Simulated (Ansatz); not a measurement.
**BH₄InOZn: basis-set convergence**

The task here is to estimate one member of a computed series from the others.

Computed with Ansatz 0.2.0, Gaussian basis. Level: one geometry, several basis sets.

Plan: PBE0-D4/def2-SVP; ωB97M-V/def2-SVP; PBE0-D4/def2-QZVPP; ωB97M-V/def2-QZVPP; the functionals' def2-TZVPP values are taken from earlier runs.

## The geometry

An earlier PBE0-D4 in a triple-zeta def2 set relaxation fixed the geometry. In takes the def2 core potential; no spin-orbit term is included.

SMILES `[BH2][InH][O][ZnH]`, 8 atoms, charge 0, spin multiplicity 1.

Atoms are counted from 1 here; the program's logs count them from 0.

Bond lengths: B1–In2 2.241 Å, B1–H5 1.196 Å, B1–H6 1.196 Å, In2–O3 1.986 Å, In2–H7 1.728 Å, O3–Zn4 1.759 Å, Zn4–H8 1.516 Å. Angles: In2–B1–H5 121.5°, In2–B1–H6 121.5°, H5–B1–H6 117.1°, B1–In2–O3 111.9°, B1–In2–H7 136.2°, O3–In2–H7 111.9°, In2–O3–Zn4 138.0°, O3–Zn4–H8 177.7°.

As a file:

```xyz
8

B    -0.7349    2.2597   -0.2278
In    0.6353    0.4869   -0.2104
O    -0.3255   -1.1857    0.2636
Zn    0.0467   -2.8918    0.4733
H    -1.3239    2.5838   -1.2168
H    -0.9196    2.9152    0.7551
H     2.3141    0.2045   -0.5048
H     0.3079   -4.3727    0.6679
```

The first run:

Input file in.yaml:

```yaml
crystal:
  periodic: [false, false, false]
  atoms:
    - {symbol: B, position_ang: [-0.734920, 2.259669, -0.227812]}
    - {symbol: In, position_ang: [0.635273, 0.486881, -0.210433]}
    - {symbol: O, position_ang: [-0.325457, -1.185656, 0.263557]}
    - {symbol: Zn, position_ang: [0.046674, -2.891778, 0.473286]}
    - {symbol: H, position_ang: [-1.323927, 2.583832, -1.216808]}
    - {symbol: H, position_ang: [-0.919608, 2.915236, 0.755140]}
    - {symbol: H, position_ang: [2.314114, 0.204463, -0.504796]}
    - {symbol: H, position_ang: [0.307852, -4.372657, 0.667866]}
basis:
  gaussian: {orbitals: def2-SVP}
hamiltonian: {xc: pbe0, dispersion: d4}
output: {orbitals: {seedname: orbitals}}
```

The run is started by

```console
> ansatz run in.yaml --threads 2 --pin off --events-out ev --progress --plain --max-ram 32768MiB --backend cpu
```

Steps of the session up to this table: PBE0-D4 in def2-SVP; ωB97M-V in def2-SVP; PBE0-D4 in def2-QZVPP; ωB97M-V in def2-QZVPP.

One of the session's tables, all rows but one given; the rest of the session is left out.

| functional | basis | HOMO (eV) | LUMO (eV) |
| --- | --- | --- | --- |
| PBE0-D4 | def2-SVP | -6.92 | -2.31 |
| PBE0-D4 | def2-TZVPP | ? | ? |
| PBE0-D4 | def2-QZVPP | -7.13 | -2.45 |
| ωB97M-V | def2-SVP | -9.05 | -0.27 |
| ωB97M-V | def2-TZVPP | -9.28 | -0.53 |
| ωB97M-V | def2-QZVPP | -9.30 | -0.58 |

Estimate the missing values for PBE0-D4, def2-TZVPP.

As computed: HOMO (eV): -7.12; LUMO (eV): -2.43. In the column «HOMO (eV)» it lies between PBE0-D4, def2-QZVPP (-7.13) and PBE0-D4, def2-SVP (-6.92).
